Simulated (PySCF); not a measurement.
# The bond of ICl+, level by level

What are the lowest state that PBE0 finds, the bond length, vibrational wavenumber and bond energy of ICl+, and how much do these hang on the method?

Computed with PySCF 2.14.0. Level: I def2-TZVPP with ECP28, Cl def2-TZVPP, scalar-relativistic core potentials.

## (1) Set-up

The job is set up so:

```
atoms                         : I, Cl
charge                        : 1
basis                         : I def2-TZVPP with ECP28, Cl def2-TZVPP
Hamiltonian                   : scalar-relativistic core potentials
basis functions               : 92
electrons treated             : 41
masses in u                   : 126.9045, 34.9689
levels                        : PBE0, PBE, r²SCAN, BLYP, LDA, r²SCANh, HSE06, HF, MP2, SCS-MP2, CCSD, CCSD(T)
grid                          : 80 radial by 434 angular points
occupations                   : held fixed by the projection of orbital angular momentum
dissociation limit            : I+ + Cl, each in its ground configuration
starting distance in angstrom : 2.380
values of 2S to try           : 1, 3
```

Launch:

```sh
$ OMP_NUM_THREADS=1 python dia.py task.json out
```

After this run come: The PBE0 curve of the state that the search chose; Higher solutions at PBE0; PBE; r²SCAN; BLYP (GGA); LDA; r²SCANh; HSE06; UHF; MP2 and coupled cluster.

Before running it: what results should come out? Wanted: for each run, Re; ωe; De; μ.

The runs gave:

Lowest PBE0 solution found, without spin–orbit coupling: ²Π (doublet), unpaired electrons π ↑. State 2 has its PBE0 minimum 1.70 eV higher. The other levels ran on the lowest alone.

```
      level  Re (Å)  ωe (cm⁻¹)  De (eV)  μ (D)
UHF-CCSD(T)   2.243        440     2.40    n/a
        LDA   2.231        446     3.95   0.26
        PBE   2.257        427     3.20   0.15
       BLYP   2.288        402     2.98   0.16
     r²SCAN   2.239        444     2.87   0.04
    r²SCANh   2.230        454     2.75  -0.02
       PBE0   2.225        460     2.81  -0.04
      HSE06   2.229        456     2.85  -0.03
```

De is counted to I+ + Cl in their ground configurations. A positive dipole points from I to Cl; in an ion it is taken about the centre of mass and does not tell which atom is negative. No constants: UHF (the points don't follow one smooth fit); UHF-MP2 (the points don't follow one smooth fit); UHF-SCS-MP2 (the points don't follow one smooth fit); UHF-CCSD (the points don't follow one smooth fit).

Differences from CCSD(T) in the same basis:

| level | Re (mÅ) | ωe (%) |
| --- | --- | --- |
| LDA | -11 | +1.4 |
| PBE | +14 | -2.8 |
| BLYP | +46 | -8.6 |
| r²SCAN | -3 | +0.9 |
| r²SCANh | -13 | +3.2 |
| PBE0 | -18 | +4.6 |
| HSE06 | -14 | +3.7 |

**Reading.** Against CCSD(T) in the same basis, the bond length is nearest at r²SCAN (-3 mÅ) and farthest at BLYP (+46 mÅ); the wavenumber is nearest at r²SCAN (+0.9 %) and farthest at BLYP (-8.6 %). PBE has the long and soft bond that GGAs tend to give. Of the levels with a De here, UHF-CCSD(T) gives the least (2.40 eV) and LDA the most (3.95 eV).

Correlated steps freeze 9 core orbitals. Spin–orbit coupling is left out, which matters for elements this heavy, above all for dissociation energies. At some levels the lowest empty orbital lies below the highest filled one (the two can be of opposite spin). With spin–orbit coupling the term label itself may not hold.
